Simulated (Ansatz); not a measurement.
# CH5AlFNSSi: the cost of one run

Program: Ansatz 0.2.0. Level of theory: RKS PBE/def2-SVP. These are calculated values, not measurements.

## Step 1: The starting structure

Bond lengths: F1–C2 1.407 Å, C2–S3 1.787 Å, C2–N4 1.406 Å, N4–Al5 1.934 Å, C2–Si6 1.888 Å, Al5–Si6 2.288 Å, S3–H7 1.432 Å, N4–H8 1.069 Å, Al5–H9 1.650 Å, Si6–H10 1.471 Å, Si6–H11 1.452 Å. Angles (14 of 19 angles, heavy atoms first): F1–C2–S3 107.4°, F1–C2–N4 114.0°, F1–C2–Si6 112.1°, S3–C2–N4 107.9°, S3–C2–Si6 110.4°, N4–C2–Si6 104.9°, C2–N4–Al5 101.7°, N4–Al5–Si6 76.5°, C2–Si6–Al5 76.8°, C2–S3–H7 95.4°, C2–N4–H8 108.6°, Al5–N4–H8 102.6°, N4–Al5–H9 130.6°, Si6–Al5–H9 129.8°.

As a file:

```xyz
11

F     0.1530   -1.8791   -0.8337
C     0.2049   -0.7862    0.0512
S     1.6519   -0.9975    1.0781
N    -0.9137   -0.6806    0.8966
Al   -1.5670    1.0886    0.4663
Si    0.2811    0.8641   -0.8637
H     2.5759   -1.1002   -0.0112
H    -1.6874   -1.3131    0.5183
H    -2.0152    2.3356    1.4487
H     1.4252    1.6951   -0.4586
H    -0.0434    0.7164   -2.2714
```

## Step 2: End point A

The input, input.yaml:

```yaml
crystal:
  periodic: [false, false, false]
  atoms:
    - { symbol: F, position_ang: [0.153, -1.8791, -0.8337] }
    - { symbol: C, position_ang: [0.2049, -0.7862, 0.0512] }
    - { symbol: S, position_ang: [1.6519, -0.9975, 1.0781] }
    - { symbol: "N", position_ang: [-0.9137, -0.6806, 0.8966] }
    - { symbol: Al, position_ang: [-1.567, 1.0886, 0.4663] }
    - { symbol: Si, position_ang: [0.2811, 0.8641, -0.8637] }
    - { symbol: H, position_ang: [2.5759, -1.1002, -0.0112] }
    - { symbol: H, position_ang: [-1.6874, -1.3131, 0.5183] }
    - { symbol: H, position_ang: [-2.0152, 2.3356, 1.4487] }
    - { symbol: H, position_ang: [1.4252, 1.6951, -0.4586] }
    - { symbol: H, position_ang: [-0.0434, 0.7164, -2.2714] }
basis:
  gaussian: { orbitals: def2-SVP }
hamiltonian:
  xc: pbe
relax:
  f_tol: 0.015
  max_steps: 40
```

Launch:

```bash
$ ansatz run input.yaml --threads 2 --pin off --max-ram 3072MiB --backend cpu --events-out ev --progress --plain --runs-dir out
```

**Question.** How long does this run take on 2 threads of Arm Neoverse V1, shared host, and how much memory does it need?

About 67 s, with a peak of 0.22 GiB.
